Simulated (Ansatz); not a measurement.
NiMoIrPdW, 10 atoms in the cell. The structure is trigonal, space group P-3m1 (No. 164). Conventional cell: a = 2.771 Å, b = 2.771 Å, c = 22.020 Å, α = 90.00°, β = 90.00°, γ = 120.00°. Ni (site symmetry 3m) is surrounded by 3 Mo at 2.55 Å and 3 Pd at 2.65 Å and 6 Ni at 2.77 Å. Mo (site symmetry 3m) has 3 Ni at 2.55 Å and 3 Ir at 2.76 Å and 6 Mo at 2.77 Å as nearest neighbours. Around Pd (site symmetry 3m) lie 3 Ni at 2.65 Å and 9 Pd at 2.77 to 2.84 Å. Around Ir (site symmetry 3m) lie 3 Mo at 2.76 Å and 3 W at 2.77 Å and 6 Ir at 2.77 Å. W (site symmetry 3m) is surrounded by 3 Ir at 2.77 Å and 9 W at 2.77 to 2.93 Å. The cell was built by a generator and needn't be a form met in nature.

```yaml
Program: Ansatz 0.2.0
Task: electric field gradients
Functional: PBE
Potentials_or_basis: Ansatz PAW
Cutoff: "420 eV (not typed: the program's choice for these potentials)"
k_mesh: 11 × 11 × 2
Occupations: fermi-dirac, width 0.05 eV
Spin: collinear spin, ferromagnetic start
Starting_moments: "[1.0, 1.0, 1.0, 1.0, 0.0, 0.0, 0.6, 0.6, 0.0, 0.0] μB"
```

Potentials or basis: Ansatz PAW.

The run is started by

```sh
$ ansatz run input.yaml --threads 8 --pin off --max-ram 20480MiB --backend cpu --events-out ev --progress --plain --runs-dir out
```

Hardware: 8 threads of INTEL(R) XEON(R) PLATINUM 8581C CPU @ 2.10GHz (Emerald Rapids), on a shared host.

Problem. Estimate the wall time of this run.

Solution. It took 21 s on 8 threads of INTEL(R) XEON(R) PLATINUM 8581C CPU @ 2.10GHz (Emerald Rapids) (shared host), peak memory 1.5 GiB. Counts: scf iterations 44, plane waves 2881, k points 32, bands 101.
